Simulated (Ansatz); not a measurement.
Wanted: the native input for an Ansatz 0.2.0 run.

```
Task                : projected density of states
Functional          : PBE
Potentials or basis : Ansatz PAW
Cutoff              : 420 eV (not typed: the program's choice for these potentials)
k mesh              : 10 × 10 × 4
Occupations         : fermi-dirac, width 0.05 eV
Spin                : no spin polarisation
Hubbard terms       : Ta d U = 5 eV
Hubbard projectors  : ortho-atomic (the default)
Double counting     : fll (the default)
```

Ta3N:

```
Ta N
1.0
     3.03222    0.00000    0.00000
    -1.51611    2.62598    0.00000
     0.00000    0.00000    7.52414
Ta N
3 1
Direct
  0.66667 0.33333 0.82607
  0.33333 0.66667 0.17393
  0.00000 0.00000 0.50000
  0.00000 0.00000 0.00000
```

The cell comes from a database or a generator and needn't be the stable form of this composition.

These files were run (other wordings do the same):

input.yaml

```yaml
crystal:
  lattice:
    - [3.0322239879, 0.0, 0.0]
    - [-1.516111994, 2.6259830035, 0.0]
    - [0.0, 0.0, 7.524137]
  atoms:
    - { symbol: Ta, position: [0.6666666667, 0.3333333333, 0.82607] }
    - { symbol: Ta, position: [0.3333333333, 0.6666666667, 0.17393] }
    - { symbol: Ta, position: [0.0, 0.0, 0.5] }
    - { symbol: "N", position: [0.0, 0.0, 0.0] }
hamiltonian:
  xc: pbe
  pseudopotentials: { kind: paw }
  hubbard: { sites: [{ species: Ta, l: d, u_eff: 5.0 }] }
kpoints:
  mp_grid: { grid: [10, 10, 4] }
scf:
  occupations: { method: fermi_dirac, width: 0.05 }
  n_extra_bands: 10
output:
  forces: true
  stress: true
  eigenvalues: true
  dos: { projected: true, de: 0.05, nscf_kmesh: { grid: [15, 15, 6] } }
```

Potentials or basis: Ansatz PAW.

Run with:

```console
$ ansatz run input.yaml --threads 2 --pin off --max-ram 5632MiB --backend cpu --events-out ev --progress --plain --runs-dir out
```

It gave:

```
Pressure                             : 4.1 GPa
Largest force                        : 0.021 eV/Å
Band gap on the k mesh               : none (metal or under the smearing width)
Density of states at the Fermi level : 2.87 states/eV per cell
```

Caveat: U without spin polarisation on a metal has little footing; the density of states is complete only up to the lowest level of the last band computed.

It took 18 s on 2 threads of Arm Neoverse N1, with other jobs on the host, peak memory 0.5 GiB.
